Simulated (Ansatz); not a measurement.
A first try at a test of the smearing width of Rh, space group P6_3/mmc, using Ansatz 0.2.0 through its Python package.

Contents of `rh.xyz`:
```text
2
Lattice="2.73097904 0.0 0.0 -1.36548952 2.36509723 0.0 0.0 0.0 4.428489" Properties=species:S:1:pos:R:3 pbc="T T T"
Rh    1.36548953    0.78836573    3.32136675
Rh   -0.00000001    1.57673149    1.10712225
```

Script `rh.py`:
```python
"""How the energy of Rh depends on the smearing."""

from dataclasses import dataclass
import csv

import ansatz


@dataclass
class Options:
    k_length: int = 24


settings = Options()

cell = ansatz.Crystal.from_extxyz("rh.xyz")

calculation = (
    cell.calculation()
    .functional(ansatz.Functional.LDA)
    .pseudopotentials("paw")
    .basis(18 * ansatz.Ha)
    .kpoints(length=settings.k_length)  # the mesh must be finer for metals
    .stress()
)

rows = []
for value in [0.5, 0.3, 0.2, 0.1]:
    data = calculation.occupations("gaussian", width=value).run(threads=1).report
    rows.append((value, data["free_energy_ev"] / len(data["lattice"]["sites"]), data["n_iterations"], sum(data["stress_gpa"][i][i] for i in range(3)) / 3, max(abs(f) for row in data["forces_ev_ang"] for f in row), data["n_kpoints"]))

with open("smear.csv", "w", newline="") as handle:
    writer = csv.writer(handle)
    writer.writerow(["width (eV)", "F/atom (eV)", "iterations", "P (GPa)", "max component (eV/A)", "k-points"])
    writer.writerows([round(v, 5) if isinstance(v, float) else v for v in row] for row in rows)

# differences from the last row
for row in rows[:-1]:
    shift = 1000 * (row[1] - rows[-1][1])
    print(f"{row[0]}: {shift:+.2f} meV/atom" + ("  (within 5 meV)" if abs(shift) < 5 else ""))
```

```console
$ python rh.py
Traceback (most recent call last):
  File "rh.py", line 30, in <module>
    rows.append((value, data["free_energy_ev"] / len(data["lattice"]["sites"]), data["n_iterations"], sum(data["stress_gpa"][i][i] for i in range(3)) / 3, max(abs(f) for row in data["forces_ev_ang"] for f in row), data["n_kpoints"]))
                                                                                                                                                                                 ~~~~^^^^^^^^^^^^^^^^^
KeyError: 'forces_ev_ang'
$ echo $?
1
```

Find the fault and give the corrected script.

The fault: the script reads a product that it never asked for. The change:

```diff
--- before
+++ after
@@ -23,2 +23,3 @@
     .kpoints(length=settings.k_length)  # the mesh must be finer for metals
+    .forces()
     .stress()
```

After the fix:

```console
$ python rh.py
0.5: -108.80 meV/atom
0.3: -37.85 meV/atom
0.2: -13.97 meV/atom
```

It writes `smear.csv`:
```csv
width (eV),F/atom (eV),iterations,P (GPa),max component (eV/A),k-points
0.5,-6278.64822,6,-17.57168,0.0,42
0.3,-6278.57727,6,-18.68386,0.0,42
0.2,-6278.5534,6,-19.10489,0.0,42
0.1,-6278.53943,6,-19.40966,0.0,42
```

What to keep in mind:
- No spin polarisation was allowed.
- For a metal this k-point mesh is coarse: on a finer one energies can move by several to tens of meV an atom and pressures by half a GPa or more, differences at one mesh by less.
- The free energy holds a sizeable smearing term, which stands for no physical temperature.
- Forces vanish by symmetry here and test nothing.
- The narrowest width needs the finest mesh, so the last row is no converged reference.
- Pressure is positive in compression.
- At these settings the cell as given stands under about -18 GPa, so it isn't at this functional's equilibrium volume.
- This isn't the structure that Rh takes at ambient conditions.
- The whole script took 6.2 s on 1 thread of Arm Neoverse V1, with other jobs on the host, peak memory 0.34 GiB.

(Lines on the test bed's own set-up are left out of the output.)
